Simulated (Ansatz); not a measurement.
# GeH₃F (singlet): from Hartree-Fock to the top rungs, cc-pVDZ

One table from this session's results is given with a row withheld; the runs are named, their logs left out.

Program: Ansatz 0.2.0, Gaussian basis. Level of theory: cc-pVDZ, core rule «outside noble gas», up to 15 orbitals frozen. These are calculated values, not measurements.

The runs, in order: UHF; CCSD(T) on RHF; BCCD(T) on RHF; CISD; CCSDT(Q) on RHF.

23 further runs of the same task are left out: 5 for a known fault of the program, 8 that didn't finish, 10 set aside as unsound or not needed.

## The system

The geometry is a PBE0/def2-TZVP stationary point (not a proven minimum). No spin-orbit coupling is included. The filled d shell of Ge may be among the frozen orbitals whatever the setting's name suggests; the logs give the count.

5 atoms, charge 0, spin multiplicity 1.

Atoms are counted from 1 here; the program's logs count them from 0.

Bond lengths: Ge1–F2 1.742 Å, Ge1–H3 1.533 Å, Ge1–H4 1.533 Å, Ge1–H5 1.533 Å. Angles: F2–Ge1–H3 106.2°, F2–Ge1–H4 106.2°, F2–Ge1–H5 106.2°, H3–Ge1–H4 112.5°, H3–Ge1–H5 112.5°, H4–Ge1–H5 112.5°.

The first run:

Input file in.yaml:

```yaml
crystal:
  periodic: [false, false, false]
  atoms:
    - {symbol: Ge, position_ang: [-0.335893, -0.002403, 0.001544]}
    - {symbol: F, position_ang: [1.406007, 0.010057, -0.006463]}
    - {symbol: H, position_ang: [-0.775318, 1.466462, 0.004484]}
    - {symbol: H, position_ang: [-0.753666, -0.742234, 1.277782]}
    - {symbol: H, position_ang: [-0.765397, -0.740640, -1.271719]}
basis:
  gaussian: {orbitals: cc-pVDZ}
magnetization: {spin_polarized: true, initial_magnetization: 0}
hamiltonian: {xc: hf}
output: {orbitals: {seedname: orbitals}}
```

Command:

```console
ansatz run in.yaml --threads 1 --pin off --events-out ev --progress --plain --max-ram 2393MiB
```

Among the steps run: UHF; CCSD(T) on RHF; BCCD(T) on RHF; CISD; CCSDT(Q) on RHF.

One of the session's tables, all rows but one given; the rest of the session is left out.

It belongs to the step «Misses and costs». 

| method | from RCCSDT(Q) (meV) |
| --- | --- |
| RHF | +8746.0 |
| RMP2 | ? |
| RCCSD | +166.3 |
| RCCSD(T) | +31.2 |
| BCCD(T) | +27.8 |
| RCCSDT | +15.9 |
| RCCSDT(Q) | 0 |

Q: Estimate the row for RMP2 from the others.

**Answer.** from RCCSDT(Q) (meV): +802.6. In the column «from RCCSDT(Q) (meV)» it lies between RCCSD (+166.3) and RHF (+8746.0).

Not comparable, so not listed: CISD (they don't share determinant, frozen orbitals or solution with the rows shown, or repeat one).

With the free atoms at the same levels and basis (separate runs), the atomisation energy is 13.335 eV at RCCSDT(Q), 13.317 eV at RCCSD(T), 10.298 eV at RHF.
